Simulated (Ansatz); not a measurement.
# H₆OSSi₂: one species, many methods

An exercise on one series of results from a longer session: the logs are not shown, and one member is left open.

Method: functionals in def2-TZVPP, the program's frozen cores in correlated methods; program: Ansatz 0.2.0, Gaussian basis.

Levels to be run: PBE-D4, r2SCAN-D4, PBE0-D4, B3LYP-D4, ωB97X-V, ωB97M-V, B2PLYP; CCSD(T)/def2-TZVPP; MP2/def2-QZVPP; extrapolation to the limit.

### The geometry

All runs share one geometry, relaxed beforehand with PBE0-D4 in a triple-zeta def2 set.

SMILES `O[SiH2]S[SiH3]`, 10 atoms, charge 0, spin multiplicity 1.

Atoms are counted from 1 here; the program's logs count them from 0.

Bond lengths: O1–Si2 1.643 Å, O1–H5 0.959 Å, Si2–S3 2.133 Å, Si2–H6 1.478 Å, Si2–H7 1.484 Å, S3–Si4 2.142 Å, Si4–H8 1.483 Å, Si4–H9 1.484 Å, Si4–H10 1.485 Å. Angles: Si2–O1–H5 117.4°, O1–Si2–S3 112.7°, O1–Si2–H6 104.6°, O1–Si2–H7 112.6°, S3–Si2–H6 111.2°, S3–Si2–H7 104.2°, H6–Si2–H7 111.8°, Si2–S3–Si4 97.8°, S3–Si4–H8 106.7°, S3–Si4–H9 111.2°, S3–Si4–H10 110.0°, H8–Si4–H9 109.3°, H8–Si4–H10 110.3°, H9–Si4–H10 109.3°.

Set-up of the first run:

Input file in.yaml:

```yaml
crystal:
  periodic: [false, false, false]
  atoms:
    - {symbol: O, position_ang: [0.676263, 0.747714, -1.677421]}
    - {symbol: Si, position_ang: [1.193088, 0.860620, -0.122154]}
    - {symbol: S, position_ang: [-0.409400, 0.797010, 1.283585]}
    - {symbol: Si, position_ang: [-1.257293, -1.073660, 0.675734]}
    - {symbol: H, position_ang: [0.020637, 1.382688, -1.971827]}
    - {symbol: H, position_ang: [2.103076, -0.291181, 0.051385]}
    - {symbol: H, position_ang: [1.873548, 2.148902, 0.161091]}
    - {symbol: H, position_ang: [-2.033238, -1.584228, 1.831722]}
    - {symbol: H, position_ang: [-2.164176, -0.900016, -0.485769]}
    - {symbol: H, position_ang: [-0.177406, -2.027447, 0.317052]}
basis:
  gaussian: {orbitals: def2-TZVPP}
hamiltonian: {xc: pbe, dispersion: d4}
output: {forces: true, orbitals: {seedname: orbitals}}
```

Among the steps run: PBE-D4 (GGA); r2SCAN-D4 (meta-GGA); PBE0-D4 (hybrid); B3LYP-D4 (hybrid); ωB97X-V (range-separated); ωB97M-V (range-separated); B2PLYP (double hybrid); CCSD(T) in def2-TZVPP; MP2 in def2-QZVPP.

One of the session's tables, all rows but one given; the rest of the session is left out.

It belongs to the step «Atomisation energies». 

```
            method  atomisation energy (kcal/mol)
            PBE-D4                          768.9
         r2SCAN-D4                          773.4
           PBE0-D4                          762.1
          B3LYP-D4                          768.9
           ωB97X-V                          779.0
           ωB97M-V                          776.1
            B2PLYP                          760.1
     HF/def2-TZVPP                          570.3
    MP2/def2-TZVPP                          758.4
   CCSD/def2-TZVPP                          742.8
CCSD(T)/def2-TZVPP                          752.4
           MP2/CBS                          782.4
       CCSD(T)/CBS                              ?
```

Q: Estimate the row for CCSD(T)/CBS from the others.

As computed: atomisation energy (kcal/mol): 776.4. In the column «atomisation energy (kcal/mol)» it lies between ωB97M-V (776.1) and ωB97X-V (779.0).

Limits of these values: Free atoms (1 O, 2 Si, 1 S, 6 H) were run apart at each level; the atomisation energy is their sum less the molecule, without zero-point or spin-orbit terms.
